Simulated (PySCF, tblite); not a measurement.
# C6H4BBrF2: geometry, infrared bands and NMR shifts

Aim: predict the infrared bands and NMR shifts of C6H4BBrF2 (`FB(F)c1cccc(Br)c1`).

Programs: tblite 0.8.0 and PySCF 2.14.0, with density-fitted response routines of our own. Each step states its level of theory. These are calculated values for one molecule in the gas phase, unless marked as measured. Atoms are numbered from 0 throughout.

## (1) The molecule as given

14 atoms, charge 0, multiplicity 1; geometry from: force field or distance geometry start.

Bonds of the start (Å): F0–B1 1.44, B1–F2 1.46, B1–C3 1.57, C3–C4 1.42, C4–C5 1.40, C5–C6 1.40, C6–C7 1.40, C7–Br8 1.90, C7–C9 1.39, C9–C3 1.40, C4–H10 1.08, C5–H11 1.09, C6–H12 1.09, C9–H13 1.09.

## (2) Geometry optimisation with GFN2-xTB

The job: settings as JSON, then the geometry in Å.

```
{"job": {"kind": "relax", "xc": "GFN2-xTB", "basis": "xTB"}, "charge": 0, "multiplicity": 1}
F      3.113100     1.178100    -0.698000
B      2.429800    -0.005600    -0.235200
F      3.229200    -1.182100     0.106100
C      0.869700    -0.026900    -0.079800
C      0.221500    -1.194600     0.394600
C     -1.173900    -1.213100     0.521100
C     -1.920400    -0.075800     0.200700
C     -1.276800     1.083200    -0.248500
Br    -2.307700     2.623700    -0.687600
C      0.105600     1.101000    -0.386400
H      0.785300    -2.083500     0.638200
H     -1.668300    -2.110500     0.879100
H     -3.003100    -0.099200     0.322400
H      0.595400     2.004700    -0.748700
```

Started as:

```bash
> OMP_NUM_THREADS=1 python probes_run.py task.json out
```

One launch serves the whole session: the jobs run in the order shown.

**Question.** This job is followed by: GFN2-xTB harmonic vibrations, gas phase; GIAO PBE0/pcSseg-1 NMR shielding, non-relativistic, gas phase. Predict these results of the whole session: strongest single infrared mode (GFN2-xTB); zero-point energy (GFN2-xTB); 13C shifts against TMS (PBE0/pcSseg-1); 1H shifts against TMS (PBE0/pcSseg-1); 19F shifts against CFCl3 (PBE0/pcSseg-1, means over atoms taken as alike); 11B shifts against BF3·OEt2 (PBE0/pcSseg-1); 79Br shifts against HBr (PBE0/pcSseg-1).

As calculated:

| quantity | value |
| --- | --- |
| strongest single infrared mode (GFN2-xTB) | 1288 cm⁻¹, 554 km/mol |
| zero-point energy (GFN2-xTB) | 54.4 kcal/mol |
| 13C shifts against TMS (PBE0/pcSseg-1) | 147.0, 145.1, 144.0, 141.8, 134.8, 131.9 ppm |
| 1H shifts against TMS (PBE0/pcSseg-1) | 8.35, 8.11, 8.02, 7.69 ppm |
| 19F shifts against CFCl3 (PBE0/pcSseg-1, means over atoms taken as alike) | -91.7 ppm |
| 11B shifts against BF3·OEt2 (PBE0/pcSseg-1) | 23.8 ppm |
| 79Br shifts against HBr (PBE0/pcSseg-1) | 637 ppm |

The optimisation took 13 steps and gained 0.651 eV; among the close pairs (by a distance rule), B1–F2 changed most, from 1.463 to 1.319 Å. No mode is imaginary among the 36: a minimum at this level. The strongest single mode, at 1288 cm⁻¹, moves mainly B1. GFN2-xTB is a fitted tight-binding method: band positions and strengths are rough. Its intensities can rank the bands wrongly. C7 stands next to heavy halogen, whose spin-orbit shielding this run leaves out, so the computed shift lies too far downfield, most of all for carbon beside Br or I. At PBE0/pcSseg-1: The largest span, 1433 ppm, is at Br8, where the paramagnetic term is -1136 ppm. NICS(1)zz of -27 ppm above the planar ring from C3 marks a diatropic (aromatic) ring current. Spin-orbit coupling is left out, which matters for shieldings and couplings at and beside the heavy atoms.
